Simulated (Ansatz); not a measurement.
Predict the output of the script below (Ansatz 0.2.0, Python API).

Script `ca_dfpt.py`:
```python
"""DFPT phonons of Ca."""

from pathlib import Path

import ansatz as az
import numpy as np
from pymatgen.core import Lattice, Structure
from pymatgen.io.ase import AseAtomsAdaptor


def main() -> None:
    pmg_structure = Structure(
        Lattice([(-2.24, 2.24, 2.24), (2.24, -2.24, 2.24), (2.24, 2.24, -2.24)]),
        ["Ca"],
        [
            (0.0, 0.0, 0.0),
        ],
    )
    ca = az.Crystal.from_ase(AseAtomsAdaptor.get_atoms(pmg_structure))

    base = ca.calculation()
    base = base.occupations("cold", width=0.15)
    base = base.basis(470)
    base = base.functional("lda")
    base = base.kpoints(10, 10, 10).phonons("dfpt", points=[(0, 0, 0), (0.5, 0, 0)])
    done = base.run(runs_dir="runs")
    ph = done.phonons

    for q in ph.qpoints:
        thz = np.asarray(q.omega_inv_cm) / 33.35641
        print("q = ({:.2f}, {:.2f}, {:.2f})".format(*q.q_frac), np.round(thz, 2) + 0.0, "THz")


if __name__ == "__main__":
    main()
```

`python ca_dfpt.py` gives:
```text
RunWarning: eigensolver did not converge (k=3): 1 band(s) unlocked after 20 sweeps at ethr=1.00e-12 eV (lowest unlocked band 8, counted from 0; max residual 1.36e-4 eV among the unlocked bands, 1.36e-4 eV over every band); it also stands for any lines of this kind, at other spin channels or k-points, that are folded behind it: those get no warning and are in no list of notices (the docstring of `ansatz.RunWarning` has the rule; a callback given to `ansatz.Run.execute(on_event=...)` receives each)
q = (0.00, 0.00, 0.00) [0. 0. 0.] THz
q = (0.50, 0.00, 0.00) [0.57 3.27 3.46] THz
```
(Warnings from the package without file and line.)

Caveats:
- The cell isn't relaxed first, so the values belong to this volume.
- Of the deposited cell: it was measured well above room temperature.
- This isn't the structure that Ca takes at ambient conditions.
- The structure is taken as given; imaginary modes can come from an unrelaxed or unstable start. Phonons of metals also depend on mesh and smearing.
- Timing: 12 s on 1 thread of Intel(R) Xeon(R) 6975P-C (Granite Rapids), with other jobs on the host, peak memory 0.74 GiB.
